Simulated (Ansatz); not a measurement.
Write a Python script for Ansatz 0.2.0 through its Python package that makes the levels without and with spin-orbit coupling of Rh, space group P6_3/mmc. Use (first run): LDA, PAW, cutoff 463 eV, 14×14×8 k-points, Fermi-Dirac smearing of 0.1 eV.

```yaml
crystal:
  lattice:
    - [2.73098, 0.00000, 0.00000]
    - [-1.36549, 2.36510, 0.00000]
    - [0.00000, 0.00000, 4.42849]
  atoms:
    - { symbol: Rh, position: [0.66667, 0.33333, 0.75000] }
    - { symbol: Rh, position: [0.33333, 0.66667, 0.25000] }
```

The script, `soc.py`:
```python
# -*- coding: utf-8 -*-
"""What spin-orbit coupling does to the bands of Rh."""

import ansatz as az
import numpy as np


def main():
    vectors = np.array([
        [2.73098, 0.0, 0.0],
        [-1.36549, 2.3651, 0.0],
        [0.0, 0.0, 4.42849],
    ])
    structure = (
        az.Lattice.of(vectors)
        .atom("Rh", [2 / 3, 1 / 3, 0.75])
        .atom("Rh", [1 / 3, 2 / 3, 0.25])
    )

    base = structure.calculation()
    base = base.kpoints(density=5.1)
    base = base.occupations("fermi_dirac", width=0.1).basis(17 * az.Ha)
    base = base.functional("lda").band_table()
    for label, variant in (("scalar-relativistic", base), ("spin-orbit", base.spin(soc=True))):
        rep = variant.run().report
        zero = rep["band_edges_ev"][0] if rep.get("band_edges_ev") else rep["fermi_energy_ev"]
        near = [round(e - zero, 3) for e in rep["eigenvalues_ev"][0] if abs(e - zero) < 4]
        print(label)
        print("  band edges (eV):", [round(e, 3) for e in rep.get("band_edges_ev") or []] or "none reported")
        print("  levels at k =", rep["kpoints_frac"][0], "within 4 eV of the zero:", near)


if __name__ == "__main__":
    main()
```

```console
$ python soc.py
scalar-relativistic
  band edges (eV): none reported
  levels at k = [0.0, 0.0, 0.0] within 4 eV of the zero: [-2.955, -2.865, -2.865, -2.376, -2.376, -1.781, -1.781, 0.148, 0.148, 0.703]
spin-orbit
  band edges (eV): none reported
  levels at k = [0.0, 0.0, 0.0] within 4 eV of the zero: [-3.037, -3.037, -2.998, -2.998, -2.716, -2.716, -2.579, -2.579, -2.218, -2.218, -1.837, -1.837, -1.666, -1.666, 0.044, 0.044, 0.254, 0.254, 0.682, 0.682]
```

Reading the output:
- This isn't the structure that Rh takes at ambient conditions.
- Gaps and levels are Kohn-Sham values on a finite set of k-points.
- With spin-orbit coupling each level holds one electron and, with inversion or at time-reversal points, comes in pairs; a window in energy can cut a split set.
- Finished in 12 s on 1 thread of Intel(R) Xeon(R) 6975P-C (Granite Rapids), on a shared host, peak memory 0.63 GiB.
